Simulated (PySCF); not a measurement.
# C8H9N: the cost of one run

Computed with PySCF 2.14.0 and routines of our own; the level stands in each step. Atoms count from 0.

## 1. The system as given

18 atoms, charge 0, multiplicity 1; geometry from: GFN2-xTB.

## 2. Magnetic properties: GIAO B97-2/pcSseg-1

What the job is given:

```
{"job": {"kind": "mag", "xc": "B97-2", "basis": "pcSseg-1", "isotopologues": 0}, "charge": 0, "multiplicity": 1}
C      3.405066     1.600319    -0.391760
C      2.482044     0.829590    -0.417745
C      1.441998    -0.110103    -0.461128
C      0.173597     0.197225    -0.087619
C     -0.079073     1.508208     0.396838
C     -0.260581     2.618476     0.816685
N     -0.909730    -0.649694    -0.201698
C     -0.691141    -2.003986    -0.639744
C     -2.054802    -0.458734     0.653229
H      4.200116     2.282892    -0.362853
H      1.712577    -1.094647    -0.811992
H     -0.414025     3.592043     1.175338
H     -0.148780    -2.004659    -1.585778
H     -1.657642    -2.480009    -0.801226
H     -0.128624    -2.599690     0.092100
H     -2.167149     0.598437     0.883881
H     -2.952836    -0.803325     0.136829
H     -1.959772    -1.016025     1.594987
```

Level: GIAO B97-2/pcSseg-1 magnetisability, rotational g tensor and spin-rotation constants, non-relativistic, gas phase.

On the command line:

```console
$ OMP_NUM_THREADS=1 python excited_run.py task.json out
```

One launch serves the whole session: the jobs run in the order shown.

Q: Estimate the wall time and peak memory of this first job on 1 thread of Arm Neoverse N1, shared host.

About 57 s, with a peak of 0.91 GiB.
